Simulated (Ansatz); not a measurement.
# C2H6ClSi: the cost of one run

Program: Ansatz 0.2.0, driven from Python. Level of theory: PBE/def2-SVPD. These are calculated values, not measurements.

## (1) Starting point

Bond lengths: C1–C2 1.460 Å, C2–Si3 1.865 Å, Si3–Cl4 1.991 Å, C1–H5 1.148 Å, C1–H6 1.111 Å, C1–H7 1.082 Å, C2–H8 1.132 Å, C2–H9 1.105 Å, Si3–H10 1.523 Å. Angles (14 of 15 angles, heavy atoms first): C1–C2–Si3 115.4°, C2–Si3–Cl4 111.1°, C1–C2–H8 110.1°, C1–C2–H9 107.6°, Si3–C2–H8 107.4°, Si3–C2–H9 111.3°, C2–C1–H5 112.5°, C2–C1–H6 113.9°, C2–C1–H7 114.5°, C2–Si3–H10 107.6°, Cl4–Si3–H10 104.9°, H8–C2–H9 104.7°, H5–C1–H6 103.7°, H5–C1–H7 104.0°.

The script holds or builds the structure itself.

## (2) Script

spin_c2h6clsi.py reads:

```python
"""Gap between spin states of C2H6ClSi at one geometry."""

import ansatz as az
from ase import Atoms


def main() -> None:
    atoms = Atoms(["C", "C", "Si", "Cl", "H", "H", "H", "H", "H", "H"], positions=[
        (-1.0406, 0.5461, 0.4632),
        (0.341, 0.0738, 0.453),
        (1.0471, -0.2946, -1.2339),
        (0.1685, -1.8852, -2.0471),
        (-1.1776, 1.5138, -0.1383),
        (-1.4182, 0.8094, 1.4747),
        (-1.7514, -0.1392, 0.0212),
        (1.0165, 0.8391, 0.9424),
        (0.3962, -0.8108, 1.1134),
        (2.5016, -0.7035, -1.0456),
    ])
    system = az.Crystal.molecule_from_ase(atoms)

    model = (
        system.calculation()
        .basis(gaussian="def2-SVPD")
        .functional("pbe")
    )
    found = {}
    for unpaired in [1, 3]:
        report = model.spin("collinear", total=unpaired).run(threads=1, backend="cpu").report
        s = unpaired / 2
        found[unpaired] = report["free_energy_ev"]
        print(f"2S+1 = {unpaired + 1}: E = {found[unpaired]:.5f} eV, <S^2> = {abs(report['mean_field']['state']['spin_squared']):.3f} (pure state {s * (s + 1):.2f})")
    lowest = min(found, key=found.get)
    for unpaired, e in found.items():
        print(f"multiplicity {unpaired + 1}: {96.485332 * (e - found[lowest]):.1f} kJ/mol above the lowest")


if __name__ == "__main__":
    main()
```

## (3) The input behind the calls

The package turns the script's settings into the engine's input (first run):

```yaml
crystal:
  periodic: [false, false, false]
  atoms:
    - { symbol: C, position_ang: [-1.0406, 0.5461, 0.4632] }
    - { symbol: C, position_ang: [0.341, 0.0738, 0.453] }
    - { symbol: Si, position_ang: [1.0471, -0.2946, -1.2339] }
    - { symbol: Cl, position_ang: [0.1685, -1.8852, -2.0471] }
    - { symbol: H, position_ang: [-1.1776, 1.5138, -0.1383] }
    - { symbol: H, position_ang: [-1.4182, 0.8094, 1.4747] }
    - { symbol: H, position_ang: [-1.7514, -0.1392, 0.0212] }
    - { symbol: H, position_ang: [1.0165, 0.8391, 0.9424] }
    - { symbol: H, position_ang: [0.3962, -0.8108, 1.1134] }
    - { symbol: H, position_ang: [2.5016, -0.7035, -1.0456] }
basis:
  gaussian:
    orbitals: def2-SVPD
hamiltonian:
  xc: pbe
magnetization:
  spin_polarized: true
  initial_magnetization: 1.0
```

## (4) Running it

Started as:

```bash
$ python spin_c2h6clsi.py
```

Q: Estimate wall time and peak memory on 1 thread of Arm Neoverse V1, shared host.

About 33 s, with a peak of 0.35 GiB.
